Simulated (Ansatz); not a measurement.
# O (diamond type): a single-point run

The task is a single-point run on O (diamond type). The structure is shown as the input types it.

Program: Ansatz 0.2.0. Level of theory: Kohn-Sham DFT, with the functional, basis and potentials that each input names. These are calculated values, not measurements.

### Step 1. The structure to begin with

Symmetry: Fd-3m, No. 227, cubic system. Conventional cell: a = 4.339 Å, b = 4.339 Å, c = 4.339 Å, α = 90.00°, β = 90.00°, γ = 90.00°. O (site symmetry -43m) has 4 O at 1.88 Å in its first shell of neighbours.

Coordinates:

```
CELL_PARAMETERS angstrom
0.00000 2.16960 2.16960
2.16960 0.00000 2.16960
2.16960 2.16960 0.00000
ATOMIC_POSITIONS crystal
O 0.87500 0.87500 0.87500
O 0.12500 0.12500 0.12500
```

### Step 2. The run

The input, input.yaml:

```yaml
crystal:
  lattice:
    - [0.0, 2.1695990356, 2.1695990356]
    - [2.1695990356, 0.0, 2.1695990356]
    - [2.1695990356, 2.1695990356, 0.0]
  atoms:
    - { symbol: O, position: [-0.125, -0.125, -0.125] }
    - { symbol: O, position: [0.125, 0.125, 0.125] }
kpoints:
  mp_grid: { grid: [14, 14, 14] }
  band_path:
    path:
      - [0.0, 0.0, 0.0]
      - [0.5, 0.0, 0.5]
      - [0.625, 0.25, 0.625]
      - [0.375, 0.375, 0.75]
      - [0.0, 0.0, 0.0]
      - [0.5, 0.5, 0.5]
      - [0.5, 0.25, 0.75]
      - [0.5, 0.0, 0.5]
    npoints: 14
scf:
  occupations: { method: fermi_dirac, width: 0.08 }
  max_iter: 80
hamiltonian:
  xc: pbesol
  pseudopotentials: { kind: all_electron, lapw: { basis_error: 0.001 } }
  hubbard: { sites: [{ species: O, l: p, u_eff: -5.0 }] }
output:
  forces: true
  stress: true
  eigenvalues: true
  populations: true
```

Started as:

```sh
> ansatz run input.yaml --threads 1 --pin off --max-ram 2048MiB --backend cpu --events-out ev --progress --plain --runs-dir out
```

Q: Will this input give a usable result? If not, why, and what should change?

This run ends as converged. Convergence says nothing about whether the input makes sense.

In the input, hamiltonian.hubbard.sites is [{species: O, l: p, u_eff: -5.0}]. The U is negative: it rewards fractional occupations of the shell, where a positive U penalises them, and shifts its filled levels up and its empty ones down.

To check: delete hamiltonian.hubbard.sites.
